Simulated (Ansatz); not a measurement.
# YIn3N4: the band gap up the ladder of functionals

One table from this session's results is given with a row withheld; the runs are named, their logs left out.

The runs shown are made with Ansatz 0.2.0. PAW datasets, plane waves. No spin polarisation. The prototype was imposed, so other structures may be more stable.

## The system as given

The cell was relaxed beforehand with r2SCAN.

The symmetry is Pm (No. 6, monoclinic); a = 5.716 Å, b = 3.623 Å, c = 6.263 Å, β = 90.1° in the conventional setting, 16.21 Å³ an atom. In has 4 N at 2.17–2.19 Å; In has 4 N at 2.16–2.19 Å; In has 4 N at 2.14–2.19 Å; Y has 4 N at 2.21–2.29 Å; N has 3 In at 2.17 Å and 1 Y at 2.25 Å.

Structure file:

```
In Y N
1.0
     5.71596    0.00000    0.00605
     0.00000    3.62305    0.00000
     0.00639    0.00000    6.26254
In Y N
3 1 4
Cartesian
  0.0266 0.0000 4.2052
  0.0075 1.8115 1.0207
  2.9084 1.8115 5.2250
  2.9003 0.0000 2.0806
  3.5720 0.0000 4.2322
  3.5649 1.8115 0.9932
  0.7205 1.8115 5.2153
  0.6153 0.0000 2.0931
```

Set-up of the first run:

input.yaml

```yaml
crystal:
  lattice:
    - [5.7159554123, 0.0, 0.0060532791]
    - [0.0, 3.6230519466, 0.0]
    - [0.0063872505, 0.0, 6.2625434589]
  atoms:
    - { symbol: In, position: [0.0039011357, 0.0, 0.6714844493] }
    - { symbol: In, position: [0.0011335427, 0.5, 0.1629873807] }
    - { symbol: In, position: [0.5078888422, 0.5, 0.833839618] }
    - { symbol: "Y", position: [0.5070269898, 0.0, 0.3317364052] }
    - { symbol: "N", position: [0.6241608062, 0.0, 0.6751899713] }
    - { symbol: "N", position: [0.6235024604, 0.5, 0.1579855317] }
    - { symbol: "N", position: [0.1251214553, 0.5, 0.8326561402] }
    - { symbol: "N", position: [0.1072647679, 0.0, 0.3341205036] }
kpoints:
  mp_grid: { grid: [4, 8, 4] }
  band_path:
    path:
      - [0.0, 0.0, 0.0]
      - [0.0, -0.5, 0.0]
      - [-9.255767419591e-20, -0.5, -0.5]
      - [-9.255767419591e-20, 0.0, -0.5]
      - [0.0, 0.0, 0.0]
      - [-0.5, 0.0, -0.5]
      - [-0.5, -0.5, -0.5]
      - [0.0, -0.5, 0.0]
      - [-0.5, -0.5, 2.182209160682e-17]
      - [-0.5, 0.0, 2.182209160682e-17]
      - [0.0, 0.0, 0.0]
    npoints: 10
hamiltonian:
  xc: pbe
scf:
  occupations: { method: fermi_dirac, width: 0.02 }
  n_extra_bands: 6
output:
  forces: true
  stress: true
  eigenvalues: true
  write_density: true
  write_potential: true
  elf: true
  volumetric_format: npy
```

On the command line:

```sh
$ ansatz run input.yaml --threads 4 --pin off --max-ram 6451MiB --backend cpu --events-out ev --progress --plain --runs-dir out
```

Steps of the session up to this table: PBE band path; r2SCAN; HSE06; Single point with PBE+SOC; PBE0 at the same geometry.

One table of the session follows, with a row left open; its other results are not shown here.

```
  level  gap (eV)
    PBE         ?
 r2SCAN      0.79
  HSE06      1.39
PBE+SOC      0.52
   PBE0      2.05
```

Estimate the missing values for PBE.

**Answer.** gap (eV): 0.51. In the column «gap (eV)» it is the lowest.

Meshes: PBE 4×8×4, r2SCAN 4×8×4, HSE06 4×4×2, PBE+SOC 4×8×4, PBE0 4×4×2

What this shows: PBE gives the least gap, 0.51 eV, and PBE0 the largest, 2.05 eV. Against HSE06, PBE is short by 0.88 eV, at 37 % of it, and r2SCAN 56 %. PBE0 lies 0.65 eV above HSE06, which differs from it by screening the long-range exchange.

To keep in mind: Warnings in the runs' records: stress exchange threshold loose, stress scf threshold loose.
